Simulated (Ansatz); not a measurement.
Runs of Ansatz 0.2.0 on InSb3. Symmetry: Pm-3m, No. 221, cubic system. The conventional cell has a = 4.806 Å, b = 4.806 Å, c = 4.806 Å, α = 90.00°, β = 90.00°, γ = 90.00°. Sb (site symmetry 4/mmm) is surrounded by 8 Sb at 3.40 Å and 4 In at 3.40 Å. In (site symmetry m-3m) is surrounded by 12 Sb at 3.40 Å. The cell comes from a database or a generator and needn't be the stable form of this composition.

| share of exact exchange | gap on the mesh (eV) | pressure (GPa) |
| --- | --- | --- |
| 0.3 | none | (a) |
| 0.25 | none | -2.4 |
| 0.4 | none | -3.4 |
| 0.5 | none | -4.1 |

Alike in all rows: task single point; level HSE06 form with a typed share of exact exchange; potentials or basis Ansatz PAW; no spin polarisation; cell as given; k mesh 3 × 3 × 3; cutoff (eV) 420; smearing fermi-dirac 0.05 eV; the mesh is coarse, so values aren't converged.

**Question.** Fill in the values left out.

**Answer.** (a) -2.7.

Caveats: all runs use coarse meshes; the PAW data sets come from PBE, with cores solved anew for the run's functional, which leaves a small shift of forces and pressure; the thresholds are loose for stress.

A k mesh can miss the band edges, and the runs leave out spin-orbit coupling on In, Sb.

A gap of «none» marks a metal or a gap under the smearing width.
